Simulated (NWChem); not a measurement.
Volume series of BP (zincblende structure): conduction valleys

All runs are NWChem calculations. Level: LDA (Vosko), Troullier-Martins pseudopotentials (valence charges P 5, B 3), cutoff 30 Ha, shifted 4×4×4 mesh, two-atom cell, no spin-orbit coupling. Each row gives the lowest empty level at Γ, at L and on the outer part of the line to X, counted from the valence top at Γ within the same run; other points weren't sampled.

```tsv
ln(V/V₀)	a (Å)	Γ (eV)	L (eV)	X line (eV)
-0.062	4.393	3.54	4.30	1.07
-0.041	4.424	3.50	4.17	1.10
-0.020	4.455	?	?	?
0.000	4.485	3.43	3.92	1.15
0.020	4.515	3.40	3.80	1.18
0.039	4.544	3.37	3.68	1.20
0.058	4.573	3.34	3.57	1.22
```

Problem. Fit a line in ln V to each valley, give the slopes, and predict the withheld row.

Solution. Slopes dE/d(ln V): Γ -1.7 eV, L -6.1 eV, X line 1.2 eV (largest miss of a line 0.00 eV). With this level's bulk modulus of about 170 GPa, dE/dP = −slope/B gives Γ 10 meV/GPa, L 35 meV/GPa, X line -7 meV/GPa. The lowest valley is X line in every row. Predicted against computed: Γ 3.47 against 3.46, L 4.05 against 4.04, X line 1.13 against 1.13 eV.
